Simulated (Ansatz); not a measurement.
# SiSbH₅ (SMILES [SiH3][SbH2]): energies and forces away from the minimum

An exercise on one series of results from a longer session: the logs are not shown, and one member is left open.

Computed with Ansatz 0.2.0, Gaussian basis. Level: single points with forces in def2-TZVPP.

Levels: PBE-D4, r2SCAN-D4, PBE0-D4, wB97M-V, Hartree-Fock, MP2, CCSD, CCSD(T). Each coordinate is moved by a Gaussian draw of the width named (0.7 of it for atoms other than hydrogen): 0.04, 0.02, 0.02, 0.12 Å.

Correlated methods freeze the cores. Filled d shells of the heavier atoms are correlated. Core potentials replace the inner electrons past krypton, and spin-orbit coupling is left out.

11 further runs of the same task are left out: 11 set aside as unsound or not needed.

## The system as given

The minimum, relaxed at PBE0-D4: SMILES `[SiH3][SbH2]`, 7 atoms, charge 0, spin multiplicity 1.

Atoms are counted from 1 here; the program's logs count them from 0.

Bond lengths: Si1–Sb2 2.574 Å, Si1–H3 1.487 Å, Si1–H4 1.487 Å, Si1–H5 1.485 Å, Sb2–H6 1.708 Å, Sb2–H7 1.709 Å. Angles: Sb2–Si1–H3 108.7°, Sb2–Si1–H4 108.6°, Sb2–Si1–H5 112.8°, H3–Si1–H4 108.6°, H3–Si1–H5 109.1°, H4–Si1–H5 109.1°, Si1–Sb2–H6 91.0°, Si1–Sb2–H7 90.9°, H6–Sb2–H7 91.5°.

Coordinates:

```
atom    x (Å)    y (Å)    z (Å)
 Si1  -0.6481  -0.5393  -0.4471
 Sb2   1.1767   0.1378   1.2374
  H3  -1.8828  -0.8894   0.3039
  H4  -0.1877  -1.7434  -1.1883
  H5  -0.9614   0.5386  -1.4199
  H6   0.4242   1.6510   1.4885
  H7   2.1405   0.7767  -0.0203
```

Energies of the minimum (eV), from earlier single points: PBE-D4 -14492.32128, r2SCAN-D4 -14498.49338, PBE0-D4 -14493.54846, B3LYP-D4 -14499.99960, wB97M-V -14494.51390, CCSD(T) -14466.53200.

Set-up of the first run:

Contents of ccsdt-tzvpp/in.yaml:

```yaml
crystal:
  periodic: [false, false, false]
  atoms:
    - {symbol: Si, position_ang: [-0.661371, -0.487210, -0.459685]}
    - {symbol: Sb, position_ang: [1.151470, 0.148109, 1.257305]}
    - {symbol: H, position_ang: [-1.767257, -0.876961, 0.311170]}
    - {symbol: H, position_ang: [-0.140857, -1.784673, -1.173328]}
    - {symbol: H, position_ang: [-0.969868, 0.464492, -1.401102]}
    - {symbol: H, position_ang: [0.479485, 1.683555, 1.484555]}
    - {symbol: H, position_ang: [2.158143, 0.787730, -0.062871]}
basis:
  gaussian: {orbitals: def2-TZVPP}
correlation: {method: ccsd_t}
output: {forces: true}
```

No record of the launch command was kept for these runs.

Steps of the session up to this table: Structure 1, width 0.04 Å; Structure 2, width 0.02 Å; Structure 3, width 0.02 Å; Structure 4, width 0.12 Å.

One table of the session follows, with a row left open; its other results are not shown here.

```
   method  RMS force component (eV/Å)  angle to CCSD(T) forces (°)  dipole (D)
   PBE-D4                       1.986                          5.1        0.98
r2SCAN-D4                           ?                            ?           ?
  PBE0-D4                       2.000                          1.6        1.06
  wB97M-V                       1.980                          2.4        1.19
  CCSD(T)                       1.971                    reference        1.06
```

Estimate the missing values for r2SCAN-D4.

As computed: RMS force component (eV/Å): 1.985; angle to CCSD(T) forces (°): 1.7; dipole (D): 1.05. In the column «RMS force component (eV/Å)» it lies between wB97M-V (1.980) and PBE-D4 (1.986).
